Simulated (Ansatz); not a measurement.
# Al2InN3: the cost of one run

Method: DFT PBE, scalar-relativistic, plane waves, PAW, in Ansatz 0.2.0.

**1. The starting structure**

The structure is orthorhombic, space group Cmc2_1 (No. 36). The conventional cell has a = 9.760 Å, b = 5.611 Å, c = 5.199 Å, α = 90.00°, β = 90.00°, γ = 90.00°. Al (site symmetry 1) has 4 N at 1.89 to 1.90 Å as nearest neighbours. In (site symmetry m) is surrounded by 4 N at 2.16 to 2.19 Å. N (site symmetry 1) is surrounded by 3 Al at 1.89 to 1.90 Å and 1 In at 2.16 Å. Around N (site symmetry m) lie 2 Al at 1.89 Å and 2 In at 2.17 to 2.19 Å.

As a file:

```
Al In N
1.0
     4.88002    2.80552    5.19946
     4.88002   -2.80552   -5.19946
    -4.88002    8.41655   -5.19946
Al In N
16 8 24
Direct
  0.75122 0.17591 0.58368
  0.50122 0.67591 0.83368
  0.25122 0.17591 0.08368
  0.00122 0.67591 0.33368
  0.15777 0.33247 0.83368
  0.40777 0.83247 0.58368
  0.65777 0.33247 0.33368
  0.90777 0.83247 0.08368
  0.86960 0.58247 0.79550
  0.11960 0.08246 0.54550
  0.36960 0.58247 0.29550
  0.61960 0.08246 0.04550
  0.21304 0.92591 0.79550
  0.46304 0.42591 0.54550
  0.71304 0.92591 0.29550
  0.96304 0.42591 0.04550
  0.83564 0.00681 0.84245
  0.08564 0.50681 0.59245
  0.33564 0.00681 0.34245
  0.58564 0.50681 0.09245
  0.53255 0.25681 0.78936
  0.03255 0.25681 0.28936
  0.78255 0.75681 0.53936
  0.28255 0.75681 0.03936
  0.34838 0.00738 0.98520
  0.84838 0.00738 0.48520
  0.59838 0.50738 0.73520
  0.09838 0.50738 0.23520
  0.97782 0.63682 0.98520
  0.22782 0.13682 0.73520
  0.47782 0.63682 0.48520
  0.72782 0.13682 0.23520
  0.95452 0.38682 0.71190
  0.70452 0.88682 0.96190
  0.45452 0.38682 0.21190
  0.20452 0.88682 0.46190
  0.07508 0.25738 0.96190
  0.32508 0.75738 0.71190
  0.57508 0.25738 0.46190
  0.82508 0.75738 0.21190
  0.70264 0.29662 0.99926
  0.20264 0.29662 0.49926
  0.95264 0.79662 0.74926
  0.45264 0.79662 0.24926
  0.62574 0.04662 0.67236
  0.37574 0.54662 0.92236
  0.12574 0.04662 0.17236
  0.87574 0.54662 0.42236
```

The runs take a perfect supercell of 48 atoms; the defect goes to fractional position (0.348, 0.007, 0.985).

**2. The perfect supercell**

Input file input.yaml:

```yaml
crystal:
  lattice:
    - [4.880019, 2.805515, 5.199462]
    - [4.880019, -2.805515, -5.199462]
    - [-4.880019, 8.416545, -5.199462]
  atoms:
    - { symbol: Al, position: [0.751217, 0.175908, 0.583683] }
    - { symbol: Al, position: [0.501217, 0.675908, 0.833683] }
    - { symbol: Al, position: [0.251217, 0.175908, 0.083683] }
    - { symbol: Al, position: [0.001217, 0.675908, 0.333683] }
    - { symbol: Al, position: [0.157774, 0.332465, 0.833683] }
    - { symbol: Al, position: [0.407774, 0.832465, 0.583683] }
    - { symbol: Al, position: [0.657774, 0.332465, 0.333683] }
    - { symbol: Al, position: [0.907774, 0.832465, 0.083683] }
    - { symbol: Al, position: [0.869596, 0.582465, 0.795504] }
    - { symbol: Al, position: [0.119596, 0.082465, 0.545504] }
    - { symbol: Al, position: [0.369596, 0.582465, 0.295504] }
    - { symbol: Al, position: [0.619596, 0.082465, 0.045504] }
    - { symbol: Al, position: [0.213039, 0.925908, 0.795504] }
    - { symbol: Al, position: [0.463039, 0.425908, 0.545504] }
    - { symbol: Al, position: [0.713039, 0.925908, 0.295504] }
    - { symbol: Al, position: [0.963039, 0.425908, 0.045504] }
    - { symbol: In, position: [0.835638, 0.006808, 0.842446] }
    - { symbol: In, position: [0.085638, 0.506808, 0.592446] }
    - { symbol: In, position: [0.335638, 0.006808, 0.342446] }
    - { symbol: In, position: [0.585638, 0.506808, 0.092446] }
    - { symbol: In, position: [0.532553, 0.256808, 0.789362] }
    - { symbol: In, position: [0.032553, 0.256808, 0.289362] }
    - { symbol: In, position: [0.782553, 0.756808, 0.539362] }
    - { symbol: In, position: [0.282553, 0.756808, 0.039362] }
    - { symbol: "N", position: [0.348381, 0.007382, 0.9852] }
    - { symbol: "N", position: [0.848381, 0.007382, 0.4852] }
    - { symbol: "N", position: [0.598381, 0.507382, 0.7352] }
    - { symbol: "N", position: [0.098381, 0.507382, 0.2352] }
    - { symbol: "N", position: [0.977817, 0.636818, 0.9852] }
    - { symbol: "N", position: [0.227817, 0.136818, 0.7352] }
    - { symbol: "N", position: [0.477817, 0.636818, 0.4852] }
    - { symbol: "N", position: [0.727817, 0.136818, 0.2352] }
    - { symbol: "N", position: [0.954518, 0.386818, 0.711901] }
    - { symbol: "N", position: [0.704518, 0.886818, 0.961901] }
    - { symbol: "N", position: [0.454518, 0.386818, 0.211901] }
    - { symbol: "N", position: [0.204518, 0.886818, 0.461901] }
    - { symbol: "N", position: [0.075082, 0.257382, 0.961901] }
    - { symbol: "N", position: [0.325082, 0.757382, 0.711901] }
    - { symbol: "N", position: [0.575082, 0.257382, 0.461901] }
    - { symbol: "N", position: [0.825082, 0.757382, 0.211901] }
    - { symbol: "N", position: [0.702645, 0.296619, 0.999264] }
    - { symbol: "N", position: [0.202645, 0.296619, 0.499264] }
    - { symbol: "N", position: [0.952645, 0.796619, 0.749264] }
    - { symbol: "N", position: [0.452645, 0.796619, 0.249264] }
    - { symbol: "N", position: [0.625737, 0.046619, 0.672355] }
    - { symbol: "N", position: [0.375737, 0.546619, 0.922355] }
    - { symbol: "N", position: [0.125737, 0.046619, 0.172355] }
    - { symbol: "N", position: [0.875737, 0.546619, 0.422355] }
basis:
  ecutwfc: 420
  fft_grid_basis: typed
kpoints:
  mp_grid: { grid: [2, 2, 2] }
hamiltonian:
  xc: pbe
  pseudopotentials: { kind: paw }
scf:
  occupations: { method: gaussian, width: 0.05 }
output:
  forces: true
  stress: false
  eigenvalues: true
  bader: false
  write_density: true
  volumetric_format: npy
```

The run is started by

```sh
ansatz run input.yaml --threads 4 --pin off --max-ram 10240MiB --backend cpu --events-out ev --progress --plain --runs-dir out
```

**Question.** How long does this run take on 4 threads of Arm Neoverse N1, shared host, and how much memory does it need?

About 17 s, with a peak of 2.5 GiB.
